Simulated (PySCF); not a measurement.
# C3H7ClGe: the cost of one run

Computed with PySCF 2.14.0, with density-fitted response routines of our own, on a single molecule in the gas phase. Atoms count from 0, in the outputs and in this text.

## 1. The molecule as given

12 atoms, charge 0, multiplicity 1; geometry from: GFN2-xTB. The atoms were then displaced at random by about 0.01 Å, so the start is not that level's minimum.

Bonds of the start (Å): C0–C1 1.30, C1–C2 1.47, C2–Cl3 1.77, C2–Ge4 2.00, C0–H5 1.06, C0–H6 1.10, C1–H7 1.07, C2–H8 1.07, Ge4–H9 1.49, Ge4–H10 1.49, Ge4–H11 1.50.

## 2. Relaxing the molecule at PBE0-D3(BJ)/def2-SVP

The job: settings as JSON, then the geometry in Å.

```
{"job": {"xc": "PBE0", "basis": "def2-SVP", "d3": "d3bj", "grid": 1, "shake": 0.01, "kind": "geom"}, "charge": 0, "multiplicity": 1}
C     -1.229020     0.928700    -1.453490
C     -1.014680     0.365300    -0.298950
C     -0.036510    -0.711350    -0.114050
Cl    -0.744440    -2.102940     0.729300
Ge     1.460260    -0.223300     1.118000
H     -0.745420     0.658060    -2.361810
H     -1.949620     1.755660    -1.551980
H     -1.520320     0.682730     0.592440
H      0.342330    -1.078840    -1.043820
H      2.277550     0.907830     0.583410
H      2.321460    -1.413090     1.353950
H      0.878090     0.202970     2.437970
```

Run with:

```console
OMP_NUM_THREADS=1 python probes_run.py task.json out
```

This one command runs all jobs of the session in turn.

Q: Estimate the wall time and peak memory of this first job on 1 thread of Arm Neoverse V1, shared host.

About 47 s, with a peak of 0.51 GiB.
